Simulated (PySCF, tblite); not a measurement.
# C₃H₁₄N₃PSi: geometry, infrared bands and NMR shifts

Wanted: the infrared bands and NMR shifts of C₃H₁₄N₃PSi (`NCC(CN)N[SiH2]P`), by calculation.

Computed with tblite 0.8.0 and PySCF 2.14.0, with density-fitted response routines of our own, on a single molecule in the gas phase. Atoms are numbered from 0 throughout.

## Step 1: The starting structure

22 atoms, charge 0, multiplicity 1; geometry from: force field or distance geometry start.

Bonds of the start (Å): N0–C1 1.44, C1–C2 1.54, C2–C3 1.49, C3–N4 1.47, C2–N5 1.41, N5–Si6 1.75, Si6–P7 2.22, N0–H8 1.04, N0–H9 1.03, C1–H10 1.10, C1–H11 1.13, C2–H12 1.11, C3–H13 1.10, C3–H14 1.10, N4–H15 1.03, N4–H16 1.04, N5–H17 1.01, Si6–H18 1.45, Si6–H19 1.48, P7–H20 1.45, P7–H21 1.43.

## Step 2: Optimising the geometry with GFN2-xTB

The job: settings as JSON, then the geometry in Å.

```
{"job": {"kind": "relax", "xc": "GFN2-xTB", "basis": "xTB"}, "charge": 0, "multiplicity": 1}
N     -1.235400     2.290700     0.033500
C     -1.633900     0.912500     0.144400
C     -0.368600     0.035900     0.112900
C     -0.847200    -1.375100     0.230000
N     -1.544800    -1.500400     1.517600
N      0.346800     0.340600    -1.064200
Si     1.841300    -0.513300    -1.366600
P      3.357700     0.037100     0.152900
H     -1.521400     2.738300    -0.864700
H     -0.211600     2.386600     0.107700
H     -2.354900     0.649700    -0.641300
H     -2.161100     0.762000     1.134600
H      0.220700     0.329900     1.007400
H     -1.596500    -1.546400    -0.559100
H     -0.019700    -2.104900     0.225100
H     -1.101300    -0.968000     2.282100
H     -2.540600    -1.216400     1.457800
H      0.191100     1.227300    -1.529900
H      1.706800    -1.956200    -1.474000
H      2.418900    -0.064900    -2.651700
H      2.748300     0.576800     1.358400
H      4.295000    -1.022200     0.386300
```

The run is started by

```sh
$ OMP_NUM_THREADS=1 python probes_run.py task.json out
```

The driver reads the jobs from task.json and runs them one after another.

**Question.** This job is followed by: GFN2-xTB harmonic vibrations, gas phase; GIAO PBE0/pcSseg-1 NMR shielding, non-relativistic, gas phase. Predict these results of the whole session: strongest single infrared mode (GFN2-xTB); zero-point energy (GFN2-xTB); ¹³C shifts against TMS (PBE0/pcSseg-1, means over atoms taken as alike); ¹H shifts against TMS (PBE0/pcSseg-1, means over atoms taken as alike); ¹⁵N shifts against NH3 (PBE0/pcSseg-1, means over atoms taken as alike); ²⁹Si shifts against TMS (PBE0/pcSseg-1); ³¹P shifts against H3PO4 (PBE0/pcSseg-1).

The runs gave:

| quantity | value |
| --- | --- |
| strongest single infrared mode (GFN2-xTB) | 2141 cm⁻¹, 288 km/mol |
| zero-point energy (GFN2-xTB) | 110.7 kcal/mol |
| ¹³C shifts against TMS (PBE0/pcSseg-1, means over atoms taken as alike) | 69.3, 54.7 ppm |
| ¹H shifts against TMS (PBE0/pcSseg-1, means over atoms taken as alike) | 5.60, 2.72, 2.41, 1.98, 1.06, 0.72, -0.96 ppm |
| ¹⁵N shifts against NH3 (PBE0/pcSseg-1, means over atoms taken as alike) | 38.0, 29.5 ppm |
| ²⁹Si shifts against TMS (PBE0/pcSseg-1) | -34.2 ppm |
| ³¹P shifts against H3PO4 (PBE0/pcSseg-1) | -306.1 ppm |

What this shows: Over 287 steps the energy fell by 1.630 eV; of the close pairs, P7–H20 changed most, 1.455 to 1.382 Å. No mode is imaginary among the 60: a minimum at this level. The strongest single mode, at 2141 cm⁻¹, moves mainly H19. Unscaled tight-binding wavenumbers are off by several per cent, some by more. Its intensities can rank the bands wrongly. The most deshielded carbon is C2 (sp3 CH bonded to N), at 69.3 ppm: pulled downfield by the heteroatom. At PBE0/pcSseg-1: The largest span, 147 ppm, is at P7, where the paramagnetic term is -345 ppm.
